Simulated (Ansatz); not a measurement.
I need a point defect in a supercell of BaRh2, space group Fd-3m. Use the Python package of Ansatz (0.2.0). Level of theory (first run): PBEsol, PAW, the default cutoff (420 eV here), 3×3×3 k-points, Fermi-Dirac smearing of 0.1 eV.

```
CELL_PARAMETERS angstrom
0.00000 3.95741 3.95741
3.95741 0.00000 3.95741
3.95741 3.95741 0.00000
ATOMIC_POSITIONS crystal
Ba 0.50000 0.50000 0.50000
Ba 0.75000 0.75000 0.75000
Rh 0.12500 0.12500 0.62500
Rh 0.12500 0.62500 0.12500
Rh 0.12500 0.12500 0.12500
Rh 0.62500 0.12500 0.12500
```

The script, `defect_barh2.py`:
```python
"""Point defect (vacancy) in BaRh2."""

import warnings

import ansatz as az
import numpy as np


def main() -> None:
    warnings.simplefilter("ignore", az.DeckWarning)

    structure = (
        az.Lattice.of([0.0, 3.95740528, 3.95740528], [3.95740528, 0.0, 3.95740528], [3.95740528, 3.95740528, 0.0])
        .atom("Ba", [0.5, 0.5, 0.5])
        .atom("Ba", [0.75, 0.75, 0.75])
        .atom("Rh", [0.125, 0.125, 0.625])
        .atom("Rh", [0.125, 0.625, 0.125])
        .atom("Rh", [0.125, 0.125, 0.125])
        .atom("Rh", [0.625, 0.125, 0.125])
    )
    host = structure.supercell(2, 1, 1)
    defective = host.vacancy("Rh", at=[0.125, 0.125, 0.125])

    def settled(structure):
        return (
            structure.calculation()
            .functional("pbesol")
            .kpoints(3)
            .occupations("fermi_dirac")
            .band_table()
        )


    perfect = settled(host).run().report
    calculation = (
        settled(defective)
        .relax(force_tolerance=0.05, max_steps=25)
    )
    result = calculation.run()
    report = result.report

    n_host, n_defect = len(perfect["lattice"]["sites"]), len(report["lattice"]["sites"])
    print(f"perfect cell: {n_host} atoms, F = {perfect['free_energy_ev']:.4f} eV")
    print(f"defect cell:  {n_defect} atoms, F = {report['free_energy_ev']:.4f} eV")
    # chemical potentials are still to be added to this difference
    print(f"difference {report['free_energy_ev'] - perfect['free_energy_ev']:.4f} eV (no chemical potentials)")

    start = np.array([site.position for site in defective.resolved().sites])
    step = np.array([site.position_frac for site in result.lattice.sites]) - start
    moved = np.linalg.norm((step - np.round(step)) @ result.lattice.cell_ang, axis=1)
    print("relaxation by atom (A):", " ".join(f"{site.symbol}:{d:.3f}" for site, d in zip(result.lattice.sites, moved)))

    for label, run in (("perfect", perfect), ("defect", report)):
        levels, filled = np.array(run["eigenvalues_ev"][0]), np.array(run["occupations"][0])
        top = int(np.argmin(np.abs(levels - run["fermi_energy_ev"])))
        window = slice(max(top - 3, 0), top + 4)
        print(label, "levels near E_F at the first k-point:", ", ".join(f"{e - run['fermi_energy_ev']:.2f} ({f:.2f})" for e, f in zip(levels[window], filled[window])))


if __name__ == "__main__":
    main()
```

```console
$ python defect_barh2.py
perfect cell: 12 atoms, F = -74161.3511 eV
defect cell:  11 atoms, F = -67821.5716 eV
difference 6339.7795 eV (no chemical potentials)
relaxation by atom (A): Ba:0.120 Ba:0.097 Rh:0.000 Rh:0.000 Rh:0.218 Ba:0.097 Ba:0.120 Rh:0.000 Rh:0.000 Rh:0.000 Rh:0.218
perfect levels near E_F at the first k-point: -0.24 (1.83), -0.24 (1.83), -0.02 (1.11), -0.02 (1.11), 0.66 (0.00), 0.66 (0.00), 1.35 (0.00)
defect levels near E_F at the first k-point: -0.29 (1.89), -0.26 (1.86), -0.23 (1.82), 0.02 (0.91), 0.16 (0.35), 0.64 (0.00), 0.68 (0.00)
```

Reading the output:
- Total energies depend on the potentials; only differences at equal settings carry meaning. A total without «per atom» is that of the cell as typed.
- The run is spin-unpolarised.
- The computed bands are complete only to about 3.9 eV above the Fermi level.
- For a metal this k-point mesh is coarse: on a finer one energies can move by several to tens of meV an atom and pressures by half a GPa or more, differences at one mesh by less.
- The relaxation stopped at 0.044 eV/Å, so the energy gained is a lower bound and displacements are uncertain.
- The difference holds no chemical potentials.
- Errors of mesh and smearing per atom add up over the supercell, so the energy can be off by tenths of an eV.
- Each cell's levels count from its own Fermi level and aren't aligned; one k-point can hide that the defect cell is metallic.
- The structure comes from a database of computed cells and needn't be a stable or known phase.
- Levels are Kohn-Sham eigenvalues on this mesh, without spin-orbit coupling.
- The supercell is small, so the defect meets its images and the energies aren't those of an isolated defect; a partly filled defect level may also lower its energy by spin or distortion. For a charged cell the difference holds no correction, alignment or term for the electrons' reservoir.
- Finished in 54 s on 1 thread of Arm Neoverse V2, with other jobs on the host, peak memory 0.69 GiB.

(Lines on the test bed's own set-up are left out of the output.)
